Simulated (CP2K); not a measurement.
**PBE/DZVP on GaP: a test of settings**

Which settings matter? One reference run, then one change at a time; some changes are unwise on purpose.

Computed with CP2K 2026.2 (PBE/DZVP, atoms fixed, no spin polarisation, unless a step's input says otherwise).

## Step 1: Starting point

Symmetry: F-43m, No. 216, cubic system. Conventional cell: a = 5.451 Å, b = 5.451 Å, c = 5.451 Å, α = 90.00°, β = 90.00°, γ = 90.00°. Around Ga (site symmetry -43m) lie 4 P at 2.36 Å. P (site symmetry -43m) has 4 Ga at 2.36 Å as nearest neighbours.

As a file:

```cif
data_structure
_symmetry_space_group_name_H-M 'F-43m'
_symmetry_Int_Tables_number 216
_cell_length_a 5.4508
_cell_length_b 5.4508
_cell_length_c 5.4508
_cell_angle_alpha 90.000
_cell_angle_beta 90.000
_cell_angle_gamma 90.000
_cell_volume 161.95
loop_
_atom_site_label
_atom_site_type_symbol
_atom_site_symmetry_multiplicity
_atom_site_Wyckoff_symbol
_atom_site_fract_x
_atom_site_fract_y
_atom_site_fract_z
_atom_site_occupancy
Ga1 Ga 4 a 0.00000 0.00000 0.00000 1
P1 P 4 c 0.75000 0.75000 0.25000 1
```

## Step 2: The reference run

A small atomic basis brings errors of its own in gap and pressure, and the grid adds noise to the pressure.

run.inp

```
&GLOBAL
 PROJECT run
 RUN_TYPE ENERGY_FORCE
 PRINT_LEVEL LOW
&END GLOBAL
&FORCE_EVAL
 METHOD QS
 STRESS_TENSOR ANALYTICAL
 &DFT
  BASIS_SET_FILE_NAME BASIS_MOLOPT
  POTENTIAL_FILE_NAME GTH_POTENTIALS
  &QS
   EXTRAPOLATION USE_GUESS
  &END QS
  &MGRID
   CUTOFF 500
   REL_CUTOFF 50
  &END MGRID
  &XC
   &XC_FUNCTIONAL PBE
   &END XC_FUNCTIONAL
  &END XC
  &KPOINTS
   SCHEME MONKHORST-PACK 5 5 5
   SYMMETRY F
   FULL_GRID F
  &END KPOINTS
  &SCF
   ADDED_MOS 8
   EPS_SCF 1e-6
   MAX_SCF 80
   &DIAGONALIZATION
   &END DIAGONALIZATION
   &MIXING
    METHOD BROYDEN_MIXING
    ALPHA 0.3
   &END MIXING
   &SMEAR
    METHOD FERMI_DIRAC
    ELECTRONIC_TEMPERATURE [K] 232
   &END SMEAR
   &PRINT
    &ITERATION_INFO
    &END ITERATION_INFO
   &END PRINT
  &END SCF
  &PRINT
   &BAND_STRUCTURE
    FILE_NAME bands.bs
    ADDED_MOS 6
    &KPOINT_SET
     UNITS B_VECTOR
     SPECIAL_POINT 0.00000000 0.00000000 0.00000000
     NPOINTS 0
    &END KPOINT_SET
    &KPOINT_SET
     UNITS B_VECTOR
     SPECIAL_POINT -0.50000000 -0.50000000 0.00000000
     NPOINTS 0
    &END KPOINT_SET
    &KPOINT_SET
     UNITS B_VECTOR
     SPECIAL_POINT -0.37500000 -0.37500000 0.25000000
     NPOINTS 0
    &END KPOINT_SET
    &KPOINT_SET
     UNITS B_VECTOR
     SPECIAL_POINT -0.37500000 0.00000000 0.37500000
     NPOINTS 0
    &END KPOINT_SET
    &KPOINT_SET
     UNITS B_VECTOR
     SPECIAL_POINT 0.00000000 0.00000000 0.50000000
     NPOINTS 0
    &END KPOINT_SET
    &KPOINT_SET
     UNITS B_VECTOR
     SPECIAL_POINT -0.50000000 -0.25000000 0.25000000
     NPOINTS 0
    &END KPOINT_SET
    &KPOINT_SET
     UNITS B_VECTOR
     SPECIAL_POINT 0.00000000 0.42447900 0.42447900
     NPOINTS 0
    &END KPOINT_SET
   &END BAND_STRUCTURE
  &END PRINT
 &END DFT
 &SUBSYS
  &CELL
   A 3.85431208 0.00000000 0.00000000
   B 1.92715604 3.33793217 0.00000000
   C 1.92715604 1.11264406 3.14703263
  &END CELL
  &COORD
   SCALED
   Ga -0.00000000 0.00000000 0.00000000
   P 0.25000000 0.25000000 0.25000000
  &END COORD
  &KIND Ga
   BASIS_SET DZVP-MOLOPT-SR-GTH
   POTENTIAL GTH-PBE
  &END KIND
  &KIND P
   BASIS_SET DZVP-MOLOPT-SR-GTH
   POTENTIAL GTH-PBE
  &END KIND
 &END SUBSYS
 &PRINT
  &STRESS_TENSOR
  &END STRESS_TENSOR
  &FORCES
  &END FORCES
 &END PRINT
&END FORCE_EVAL
```

Run with:

```
$ cp2k.psmp -i run.inp
```

The log of the run, cut to the lines that bear on the results:

```text
[...]
 CP2K| version string:                                       CP2K version 2026.2
[...]
                             - Atoms:                                          2
[...]
                             - Spherical basis functions:                     38
[...]
 Number of electrons:                                                         18
[...]
     1 NoMix/Diag. 0.30E+00    0.5     1.39739896       -81.3150117588 -8.13E+01
[...]
    12 Broy./Diag. 0.30E+00    0.7     0.00000030       -81.2073679505  4.98E-07
  *** SCF run converged in    12 steps ***
[...]
  Overlap energy of the core charge distribution:               0.00000000045604
  Self energy of the core charge distribution:               -113.69477796600728
  Core Hamiltonian energy:                                     32.81660462734975
  Hartree energy:                                              11.58091277179111
  Exchange-correlation energy:                                -11.91010738409712
  Electronic entropic energy:                                  -0.00000000000000
  Fermi energy:                                                 0.19861902285969
  Total energy:                                               -81.20736795050750
  Total energy (extrapolated to T->0):                        -81.20736795050750
[...]
 ENERGY| Total FORCE_EVAL ( QS ) energy [hartree]            -81.207367156082626
 FORCES| Atomic forces [hartree/bohr]
 FORCES|   Atom     x               y               z               |f|
 FORCES|      1 -9.01408575E-06 -5.20406151E-06 -3.68024524E-06   1.10399367E-05
 FORCES|      2  2.12450642E-05  1.22656202E-05  8.67352113E-06   2.60197648E-05
 FORCES| Sum     1.22309785E-05  7.06155869E-06  4.99327588E-06
 FORCES| Total atomic force                                       1.49798281E-05
 STRESS| Analytical stress tensor [bar]
 STRESS|                        x                   y                   z
 STRESS|      x        3.08522827814E+04   1.83793349713E+02   1.29961523602E+02
 STRESS|      y        1.83793349713E+02   3.06400608551E+04   7.50203286898E+01
 STRESS|      z        1.29961523602E+02   7.50203286898E+01   3.05869993939E+04
 STRESS| 1/3 Trace                                             3.06931143435E+04
 STRESS| Determinant                                           2.89126536792E+13
[...]
```

Wall time 11 s (2 threads of Arm Neoverse V2, shared host); peak memory 0.26 GiB.

Gap 1.61 eV; pressure 3.1 GPa.

## Step 3: Change: ALPHA = 0.05

run.inp: that of step 2 with these lines changed.

```diff
@@ -35,3 +35,3 @@
     METHOD BROYDEN_MIXING
-    ALPHA 0.3
+    ALPHA 0.05
    &END MIXING
```

Run with:

```
$ cp2k.psmp -i run.inp
```

The log of the run, cut to the lines that bear on the results:

```text
[...]
 CP2K| version string:                                       CP2K version 2026.2
[...]
                             - Atoms:                                          2
[...]
                             - Spherical basis functions:                     38
[...]
 Number of electrons:                                                         18
[...]
     1 NoMix/Diag. 0.50E-01    0.5     1.39739896       -81.3150117588 -8.13E+01
[...]
    20 Broy./Diag. 0.50E-01    0.7     0.00000061       -81.2073554487  6.04E-06
  *** SCF run converged in    20 steps ***
[...]
  Overlap energy of the core charge distribution:               0.00000000045604
  Self energy of the core charge distribution:               -113.69477796600728
  Core Hamiltonian energy:                                     32.81660667369085
  Hartree energy:                                              11.58092325406904
  Exchange-correlation energy:                                -11.91010741093805
  Electronic entropic energy:                                  -0.00000000000000
  Fermi energy:                                                 0.19861883117470
  Total energy:                                               -81.20735544872937
  Total energy (extrapolated to T->0):                        -81.20735544872937
[...]
 ENERGY| Total FORCE_EVAL ( QS ) energy [hartree]            -81.207367156081546
 FORCES| Atomic forces [hartree/bohr]
 FORCES|   Atom     x               y               z               |f|
 FORCES|      1 -9.01415894E-06 -5.20410388E-06 -3.68027513E-06   1.10400264E-05
 FORCES|      2  2.12451632E-05  1.22656775E-05  8.67356156E-06   2.60198862E-05
 FORCES| Sum     1.22310043E-05  7.06157361E-06  4.99328643E-06
 FORCES| Total atomic force                                       1.49798597E-05
 STRESS| Analytical stress tensor [bar]
 STRESS|                        x                   y                   z
 STRESS|      x        3.08524333414E+04   1.83793669227E+02   1.29961749532E+02
 STRESS|      y        1.83793669227E+02   3.06402110460E+04   7.50204592922E+01
 STRESS|      z        1.29961749532E+02   7.50204592922E+01   3.05871494928E+04
 STRESS| 1/3 Trace                                             3.06932646267E+04
 STRESS| Determinant                                           2.89130783926E+13
[...]
```

Run time: 16 s. Hardware: 2 threads of Arm Neoverse V2, shared host; peak memory 0.26 GiB.

Against the reference run the gap moves by 0.00 eV and the energy by 0.0 meV/atom.

## Step 4: Change: KPOINTS = 3x3x3

run.inp: that of step 3 with these lines changed.

```diff
@@ -23,3 +23,3 @@
   &KPOINTS
-   SCHEME MONKHORST-PACK 5 5 5
+   SCHEME MONKHORST-PACK 3 3 3
    SYMMETRY F
@@ -35,3 +35,3 @@
     METHOD BROYDEN_MIXING
-    ALPHA 0.05
+    ALPHA 0.3
    &END MIXING
```

Run with:

```
$ cp2k.psmp -i run.inp
```

The log of the run, cut to the lines that bear on the results:

```text
[...]
 CP2K| version string:                                       CP2K version 2026.2
[...]
                             - Atoms:                                          2
[...]
                             - Spherical basis functions:                     38
[...]
 Number of electrons:                                                         18
[...]
     1 NoMix/Diag. 0.30E+00    0.3     2.00369350       -81.3150117588 -8.13E+01
[...]
    12 Broy./Diag. 0.30E+00    0.5     0.00000020       -81.1903707769 -2.16E-06
  *** SCF run converged in    12 steps ***
[...]
  Overlap energy of the core charge distribution:               0.00000000045604
  Self energy of the core charge distribution:               -113.69477796600728
  Core Hamiltonian energy:                                     32.86151678832762
  Hartree energy:                                              11.56396343315568
  Exchange-correlation energy:                                -11.92107303286476
  Electronic entropic energy:                                  -0.00000000000012
  Fermi energy:                                                 0.22083038628072
  Total energy:                                               -81.19037077693282
  Total energy (extrapolated to T->0):                        -81.19037077693277
[...]
 ENERGY| Total FORCE_EVAL ( QS ) energy [hartree]            -81.190367901846457
 FORCES| Atomic forces [hartree/bohr]
 FORCES|   Atom     x               y               z               |f|
 FORCES|      1 -9.45991893E-06 -5.46459057E-06 -3.85950812E-06   1.15865275E-05
 FORCES|      2  2.16574633E-05  1.25068460E-05  8.83913448E-06   2.65254069E-05
 FORCES| Sum     1.21975443E-05  7.04225544E-06  4.97962636E-06
 FORCES| Total atomic force                                       1.49388798E-05
 STRESS| Analytical stress tensor [bar]
 STRESS|                        x                   y                   z
 STRESS|      x        4.56039399432E+04   1.83825895803E+02   1.29984538747E+02
 STRESS|      y        1.83825895803E+02   4.53916735916E+04   7.50477378759E+01
 STRESS|      z        1.29984538747E+02   7.50477378759E+01   4.53386037513E+04
 STRESS| 1/3 Trace                                             4.54447390954E+04
 STRESS| Determinant                                           9.38501327819E+13
[...]
```

It took 8.4 s on 2 threads of Arm Neoverse V2, shared host; peak memory 0.26 GiB.

Against the reference run the gap moves by -0.05 eV and the energy by +231.3 meV/atom.

## Step 5: Change: KPOINTS = 4x4x4

run.inp: that of step 4 with these lines changed.

```diff
@@ -23,3 +23,3 @@
   &KPOINTS
-   SCHEME MONKHORST-PACK 3 3 3
+   SCHEME MONKHORST-PACK 4 4 4
    SYMMETRY F
```

Run with:

```
$ cp2k.psmp -i run.inp
```

The log of the run, cut to the lines that bear on the results:

```text
[...]
 CP2K| version string:                                       CP2K version 2026.2
[...]
                             - Atoms:                                          2
[...]
                             - Spherical basis functions:                     38
[...]
 Number of electrons:                                                         18
[...]
     1 NoMix/Diag. 0.30E+00    0.4     1.38405976       -81.3150117588 -8.13E+01
[...]
    12 Broy./Diag. 0.30E+00    0.6     0.00000020       -81.2089955169  1.78E-07
  *** SCF run converged in    12 steps ***
[...]
  Overlap energy of the core charge distribution:               0.00000000045604
  Self energy of the core charge distribution:               -113.69477796600728
  Core Hamiltonian energy:                                     32.81067956592935
  Hartree energy:                                              11.58344587357972
  Exchange-correlation energy:                                -11.90834299088615
  Electronic entropic energy:                                  -0.00000000000000
  Fermi energy:                                                 0.21239973378655
  Total energy:                                               -81.20899551692833
  Total energy (extrapolated to T->0):                        -81.20899551692833
[...]
 ENERGY| Total FORCE_EVAL ( QS ) energy [hartree]            -81.208994614549070
 FORCES| Atomic forces [hartree/bohr]
 FORCES|   Atom     x               y               z               |f|
 FORCES|      1  3.36745662E-04  1.94420254E-04  1.37475548E-04   4.12427450E-04
 FORCES|      2 -3.24887074E-04 -1.87573690E-04 -1.32634307E-04   3.97903706E-04
 FORCES| Sum     1.18585876E-05  6.84656351E-06  4.84124096E-06
 FORCES| Total atomic force                                       1.45237442E-05
 STRESS| Analytical stress tensor [bar]
 STRESS|                        x                   y                   z
 STRESS|      x        2.23774861616E+04  -8.30883194437E+03  -5.87523424662E+03
 STRESS|      y       -8.30883194437E+03   3.19717056471E+04  -3.39207926514E+03
 STRESS|      z       -5.87523424662E+03  -3.39207926514E+03   3.43702552510E+04
 STRESS| 1/3 Trace                                             2.95731490199E+04
 STRESS| Determinant                                           2.05249977897E+13
[...]
```

It took 9.2 s on 2 threads of Arm Neoverse V2, shared host; peak memory 0.26 GiB.

Against the reference run the gap moves by +0.01 eV and the energy by -22.1 meV/atom.

## Step 6: Change: XC_FUNCTIONAL = BP

run.inp: that of step 5 with these lines changed.

```diff
@@ -19,3 +19,3 @@
   &XC
-   &XC_FUNCTIONAL PBE
+   &XC_FUNCTIONAL BP
    &END XC_FUNCTIONAL
@@ -23,3 +23,3 @@
   &KPOINTS
-   SCHEME MONKHORST-PACK 4 4 4
+   SCHEME MONKHORST-PACK 5 5 5
    SYMMETRY F
```

Run with:

```
$ cp2k.psmp -i run.inp
```

The log of the run, cut to the lines that bear on the results:

```text
[...]
 CP2K| version string:                                       CP2K version 2026.2
[...]
                             - Atoms:                                          2
[...]
                             - Spherical basis functions:                     38
[...]
 Number of electrons:                                                         18
[...]
     1 NoMix/Diag. 0.30E+00    0.5     1.36257275       -81.4084139767 -8.14E+01
[...]
    11 Broy./Diag. 0.30E+00    0.7     0.00000073       -81.3002567569 -1.36E-06
  *** SCF run converged in    11 steps ***
[...]
  Overlap energy of the core charge distribution:               0.00000000045604
  Self energy of the core charge distribution:               -113.69477796600728
  Core Hamiltonian energy:                                     32.82620672442692
  Hartree energy:                                              11.57311716324320
  Exchange-correlation energy:                                -12.00480267904751
  Electronic entropic energy:                                  -0.00000000000003
  Fermi energy:                                                 0.21127874194338
  Total energy:                                               -81.30025675692866
  Total energy (extrapolated to T->0):                        -81.30025675692865
[...]
 ENERGY| Total FORCE_EVAL ( QS ) energy [hartree]            -81.300256267194825
 FORCES| Atomic forces [hartree/bohr]
 FORCES|   Atom     x               y               z               |f|
 FORCES|      1 -1.52298779E-05 -8.79232311E-06 -6.21698356E-06   1.86522120E-05
 FORCES|      2  1.33154413E-05  7.68729144E-06  5.43622700E-06   1.63079119E-05
 FORCES| Sum    -1.91443662E-06 -1.10503167E-06 -7.80756555E-07
 FORCES| Total atomic force                                       2.34430018E-06
 STRESS| Analytical stress tensor [bar]
 STRESS|                        x                   y                   z
 STRESS|      x        3.68253396479E+04   2.68431738205E+02   1.89809902872E+02
 STRESS|      y        2.68431738205E+02   3.65153855750E+04   1.09574570798E+02
 STRESS|      z        1.89809902872E+02   1.09574570798E+02   3.64378912517E+04
 STRESS| 1/3 Trace                                             3.65928721582E+04
 STRESS| Determinant                                           4.89933496721E+13
[...]
```

Run time: 10 s. Hardware: 2 threads of Arm Neoverse V2, shared host; peak memory 0.26 GiB.

Totals of another method or basis aren't compared here.

## Step 7: Change: XC_FUNCTIONAL = PADE

run.inp: that of step 6 with these lines changed.

```diff
@@ -19,3 +19,3 @@
   &XC
-   &XC_FUNCTIONAL BP
+   &XC_FUNCTIONAL PADE
    &END XC_FUNCTIONAL
```

Run with:

```
$ cp2k.psmp -i run.inp
```

The log of the run, cut to the lines that bear on the results:

```text
[...]
 CP2K| version string:                                       CP2K version 2026.2
[...]
                             - Atoms:                                          2
[...]
                             - Spherical basis functions:                     38
[...]
 Number of electrons:                                                         18
[...]
     1 NoMix/Diag. 0.30E+00    0.5     1.33112313       -81.0655864830 -8.11E+01
[...]
    11 Broy./Diag. 0.30E+00    0.7     0.00000071       -80.9509605989 -2.51E-06
  *** SCF run converged in    11 steps ***
[...]
  Overlap energy of the core charge distribution:               0.00000000045604
  Self energy of the core charge distribution:               -113.69477796600728
  Core Hamiltonian energy:                                     32.65482053591865
  Hartree energy:                                              11.69773066856493
  Exchange-correlation energy:                                -11.60873383783307
  Electronic entropic energy:                                  -0.00000000000000
  Fermi energy:                                                 0.19454405419566
  Total energy:                                               -80.95096059890074
  Total energy (extrapolated to T->0):                        -80.95096059890074
[...]
 ENERGY| Total FORCE_EVAL ( QS ) energy [hartree]            -80.950960616754756
 FORCES| Atomic forces [hartree/bohr]
 FORCES|   Atom     x               y               z               |f|
 FORCES|      1 -3.43027016E-08 -1.95735403E-08 -1.41191870E-08   4.19422253E-08
 FORCES|      2  7.41398847E-08  4.25735190E-08  3.03826459E-08   9.07322004E-08
 FORCES| Sum     3.98371830E-08  2.29999786E-08  1.62634589E-08
 FORCES| Total atomic force                                       4.87903706E-08
 STRESS| Analytical stress tensor [bar]
 STRESS|                        x                   y                   z
 STRESS|      x       -7.84479231657E+03   1.36717130204E+00   9.66735506167E-01
 STRESS|      y        1.36717130204E+00  -7.84636798976E+03   5.46850720723E-01
 STRESS|      z        9.66735506167E-01   5.46850720723E-01  -7.84676686759E+03
 STRESS| 1/3 Trace                                            -7.84597572464E+03
 STRESS| Determinant                                          -4.82993015697E+11
[...]
```

Run time: 9.8 s. Hardware: 2 threads of Arm Neoverse V2, shared host; peak memory 0.26 GiB.

Totals of another method or basis aren't compared here.

## Step 8: Change: BASIS_SET = TZVP-MOLOPT-SR-GTH

run.inp: that of step 7 with these lines changed.

```diff
@@ -19,3 +19,3 @@
   &XC
-   &XC_FUNCTIONAL PADE
+   &XC_FUNCTIONAL PBE
    &END XC_FUNCTIONAL
@@ -100,3 +100,3 @@
   &KIND Ga
-   BASIS_SET DZVP-MOLOPT-SR-GTH
+   BASIS_SET TZVP-MOLOPT-SR-GTH
    POTENTIAL GTH-PBE
@@ -104,3 +104,3 @@
   &KIND P
-   BASIS_SET DZVP-MOLOPT-SR-GTH
+   BASIS_SET TZVP-MOLOPT-SR-GTH
    POTENTIAL GTH-PBE
```

Run with:

```
$ cp2k.psmp -i run.inp
```

The log of the run:

```text
[... start of the log left out ...]
 * /| |                                                                        *
 *******************************************************************************

 ===== Routine Calling Stack =====

            3 read_qs_kind
            2 create_qs_kind_set
            1 CP2K

Program received signal SIGABRT: Process abort signal.

Backtrace for this error:
#0  0x5ed061f8f957 in ???
#1  0x5ed082844cac in __pthread_kill_implementation
#2  0x5ed0827ebfb7 in raise
#3  0x5ed0827d5d37 in abort
#4  0x5ed062662d83 in ???
#5  0x5ed062664297 in ???
#6  0x5ed0625b551b in ???
#7  0x5ed06229c01b in ???
#8  0x5ed0622a4daf in ???
#9  0x5ed062377903 in ???
#10  0x5ed062233803 in ???
#11  0x5ed06203546f in ???
#12  0x5ed062916783 in ???
#13  0x5ed062919d0b in ???
#14  0x5ed062030db3 in ???
#15  0x5ed06202ef13 in ???
#16  0x5ed0827d6573 in __libc_start_call_main
#17  0x5ed0827d6657 in __libc_start_main_impl
#18  0x5ed06202f06f in ???
#19  0xffffffffffffffff in ???
```

It took 0.22 s on 2 threads of Arm Neoverse V2, shared host; peak memory 0.13 GiB.

The program refused the job.

## Step 9: What moved

| change | ends | gap (eV) | energy (meV/atom) | pressure (GPa) | time |
| --- | --- | --- | --- | --- | --- |
| none | converged | 1.61 | 0 | 3.1 | 11 s |
| ALPHA = 0.05 | converged | 0.00 | 0.0 | 0.0 | 16 s |
| KPOINTS = 3x3x3 | converged | -0.05 | +231.3 | +1.5 | 8.4 s |
| KPOINTS = 4x4x4 | converged | +0.01 | -22.1 | -0.1 | 9.2 s |
| XC_FUNCTIONAL = BP | converged | +0.02 | – | +0.6 | 10 s |
| XC_FUNCTIONAL = PADE | converged | -0.22 | – | -3.9 | 9.8 s |
| BASIS_SET = TZVP-MOLOPT-SR-GTH | refused | – | – | – | 0.22 s |

The first row holds values, the others changes from it. Keys are the program's: temperature in eV (tblite) or K (CP2K), cutoffs in Ry, CUTOFP in Å. Among the numerical settings, KPOINTS = 3x3x3 moves the energy most (+231.3 meV/atom). 1 of the 6 changes gave no result. The changed runs test settings; they are no properties of the crystal.
